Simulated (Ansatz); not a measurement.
# GeN+ (singlet): the correlation ladder at distance Ge1–N2 = 2.312 Å, 6-31G

How much of the correlation energy of GeN+ (singlet) does each wave-function method recover here?

Program: Ansatz 0.2.0, Gaussian basis. Level of theory: 6-31G, core rule «outside noble gas», up to 15 orbitals frozen. These are calculated values, not measurements.

To be run: UHF; CCSD(T) on RHF; CCSD(T) on UHF; BCCD(T) on RHF; CISD; CCSDT(Q) on RHF; CCSDT(Q) on UHF; CCSDTQ on RHF; CASSCF and MRCISD+Q, 2 electrons in 2 orbitals; CASSCF and NEVPT2, 2 electrons in 2 orbitals; CASSCF and MRCISD+Q, 8 electrons in 8 orbitals; CASSCF and NEVPT4(SD), 8 electrons in 8 orbitals; CASSCF and NEVPT2, 8 electrons in 8 orbitals; Full CI.

37 further runs of the same task are left out: 5 for a known fault of the program, 1 for a mislabelled method, 29 that didn't finish, 2 set aside as unsound or not needed.

### Step 1. The geometry

The geometry derives from a PBE0/def2-TZVP stationary point (not a proven minimum). One bond is set to the value named and the two fragments are kept rigid. No spin-orbit coupling is included. The filled d shell of Ge may be among the frozen orbitals whatever the setting's name suggests; the logs give the count.

2 atoms, charge 1, spin multiplicity 1.

Atoms are counted from 1 here; the program's logs count them from 0.

Bond lengths: Ge1–N2 2.312 Å.

Geometry (Å):

```
Ge    0.00000    0.00000    0.00000
N     0.00000    0.00000    2.31200
```

### Step 2. UHF

The input, in.yaml:

```yaml
crystal:
  periodic: [false, false, false]
  atoms:
    - {symbol: Ge, position_ang: [0.000000, 0.000000, 0.000000]}
    - {symbol: N, position_ang: [0.000000, 0.000000, 2.312000]}
basis:
  gaussian: {orbitals: 6-31G}
total_charge: 1
magnetization: {spin_polarized: true, initial_magnetization: 0}
hamiltonian: {xc: hf}
output: {orbitals: {seedname: orbitals}}
```

Run with:

```console
$ ansatz run in.yaml --threads 1 --pin off --events-out ev --progress --plain --max-ram 2393MiB
```

The runs that follow: CCSD(T) on RHF; CCSD(T) on UHF; BCCD(T) on RHF; CISD; CCSDT(Q) on RHF; CCSDT(Q) on UHF; CCSDTQ on RHF; CASSCF and MRCISD+Q, 2 electrons in 2 orbitals; CASSCF and NEVPT2, 2 electrons in 2 orbitals; CASSCF and MRCISD+Q, 8 electrons in 8 orbitals; CASSCF and NEVPT4(SD), 8 electrons in 8 orbitals; CASSCF and NEVPT2, 8 electrons in 8 orbitals; Full CI.

Before running them: what should the planned runs give, taken together? Wanted: FCI below the RHF energy; RMP2 from FCI; RCCSD from FCI; RCCSD(T) from FCI; RCCSDT(Q) from FCI; NEVPT2 valence from FCI; NEVPT4(SD) valence from FCI; MRCISD+Q valence from FCI; T1 diagnostic.

As calculated:

| quantity | value |
| --- | --- |
| FCI below the RHF energy | -4.7083 eV |
| RMP2 from FCI | +33.46 kcal/mol |
| RCCSD from FCI | +11.71 kcal/mol |
| RCCSD(T) from FCI | +6.05 kcal/mol |
| RCCSDT(Q) from FCI | -0.22 kcal/mol |
| NEVPT2 valence from FCI | +7.40 kcal/mol |
| NEVPT4(SD) valence from FCI | +0.91 kcal/mol |
| MRCISD+Q valence from FCI | +0.20 kcal/mol |
| levels within 1 kcal/mol (43 meV) | RCCSDT(Q), RCCSDTQ, NEVPT4(SD) valence, MRCISD valence, MRCISD+Q valence |
| T1 diagnostic | 0.071 |
| effectively unpaired electrons | 2.17 |

In words: RCCSD(T) misses by +6.05 kcal/mol, 5.6 % of the correlation energy. RCCSDT(Q) falls below full CI, which methods that aren't variational can do. The occupations show strong static correlation (2.2 unpaired electrons where one determinant has 0). Of the multireference levels listed MRCISD+Q valence comes nearest in total energy (+0.20 kcal/mol), which doesn't show that its space is the better one. Coupled cluster took another determinant than the lowest Hartree-Fock one. These misses are within one basis, not against nature.
